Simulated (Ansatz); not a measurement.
# C₃H₈AlF: one species, many methods

The task here is to estimate one member of a computed series from the others.

Program: Ansatz 0.2.0, Gaussian basis. Level of theory: functionals in def2-TZVPP, the program's frozen cores in correlated methods. These are calculated values, not measurements.

The runs, in order: PBE-D4, r2SCAN-D4, PBE0-D4, B3LYP-D4, ωB97X-V, ωB97M-V, B2PLYP; CCSD(T)/def2-TZVPP; MP2/def2-QZVPP; extrapolation to the limit.

### The geometry

All runs share one geometry, relaxed beforehand with PBE0-D4 in a triple-zeta def2 set.

13 atoms, charge 0, spin multiplicity 1.

Atoms are counted from 1 here; the program's logs count them from 0.

Bond lengths: C1–Al2 1.954 Å, C1–H6 1.094 Å, C1–H7 1.093 Å, C1–H8 1.096 Å, Al2–F5 1.672 Å, Al2–H9 1.589 Å, C3–C4 1.336 Å, C3–H10 1.084 Å, C3–H11 1.085 Å, C4–H12 1.084 Å, C4–H13 1.085 Å. Angles: Al2–C1–H6 112.0°, Al2–C1–H7 113.1°, Al2–C1–H8 109.3°, H6–C1–H7 108.2°, H6–C1–H8 106.8°, H7–C1–H8 107.1°, C1–Al2–F5 117.6°, C1–Al2–H9 121.8°, F5–Al2–H9 115.5°, C4–C3–H10 121.6°, C4–C3–H11 121.2°, H10–C3–H11 117.1°, C3–C4–H12 121.7°, C3–C4–H13 121.3°, H12–C4–H13 116.9°.

Set-up of the first run:

in.yaml reads:

```yaml
crystal:
  periodic: [false, false, false]
  atoms:
    - {symbol: C, position_ang: [-1.694223, -0.312624, -0.899612]}
    - {symbol: Al, position_ang: [0.152305, 0.310002, -1.040236]}
    - {symbol: C, position_ang: [0.404106, 0.098269, 1.475688]}
    - {symbol: C, position_ang: [1.619687, -0.144700, 0.977805]}
    - {symbol: F, position_ang: [0.419469, 1.959177, -0.984821]}
    - {symbol: H, position_ang: [-1.750302, -1.367234, -0.613465]}
    - {symbol: H, position_ang: [-2.289834, 0.266339, -0.189311]}
    - {symbol: H, position_ang: [-2.181847, -0.223196, -1.876521]}
    - {symbol: H, position_ang: [1.266284, -0.538119, -1.792170]}
    - {symbol: H, position_ang: [-0.257731, -0.705650, 1.777030]}
    - {symbol: H, position_ang: [0.049313, 1.113291, 1.623025]}
    - {symbol: H, position_ang: [1.993077, -1.154459, 0.852127]}
    - {symbol: H, position_ang: [2.289996, 0.664103, 0.705160]}
basis:
  gaussian: {orbitals: def2-TZVPP}
hamiltonian: {xc: pbe, dispersion: d4}
output: {forces: true, orbitals: {seedname: orbitals}}
```

Command:

```sh
ansatz run in.yaml --threads 4 --pin off --events-out ev --progress --plain --max-ram 10444MiB
```

Steps of the session up to this table: PBE-D4 (GGA); r2SCAN-D4 (meta-GGA); PBE0-D4 (hybrid); B3LYP-D4 (hybrid); ωB97X-V (range-separated); ωB97M-V (range-separated); B2PLYP (double hybrid); CCSD(T) in def2-TZVPP; MP2 in def2-QZVPP.

One table of the session follows, with a row left open; its other results are not shown here.

```
            method  atomisation energy (kJ/mol)
            PBE-D4                            ?
         r2SCAN-D4                       4888.4
           PBE0-D4                       4864.9
          B3LYP-D4                       4874.3
           ωB97X-V                       4873.2
           ωB97M-V                       4886.2
            B2PLYP                       4829.1
     HF/def2-TZVPP                       3709.7
    MP2/def2-TZVPP                       4826.9
   CCSD/def2-TZVPP                       4717.5
CCSD(T)/def2-TZVPP                       4774.7
           MP2/CBS                       4937.0
       CCSD(T)/CBS                       4884.8
```

Estimate the missing values for PBE-D4.

As computed: atomisation energy (kJ/mol): 4927.7. In the column «atomisation energy (kJ/mol)» it lies between r2SCAN-D4 (4888.4) and MP2/CBS (4937.0).

Among the levels timed on like hardware and quicker than the yardstick, those that no quicker one beats, quickest first: PBE-D4 (2.9 s, +42.9 kJ/mol); PBE0-D4 (3.3 s, -19.8 kJ/mol); r2SCAN-D4 (5.5 s, +3.6 kJ/mol); ωB97M-V (13 s, +1.4 kJ/mol).

B2PLYP carry no dispersion term (for B3LYP, D4 adds 38.0 kJ/mol).
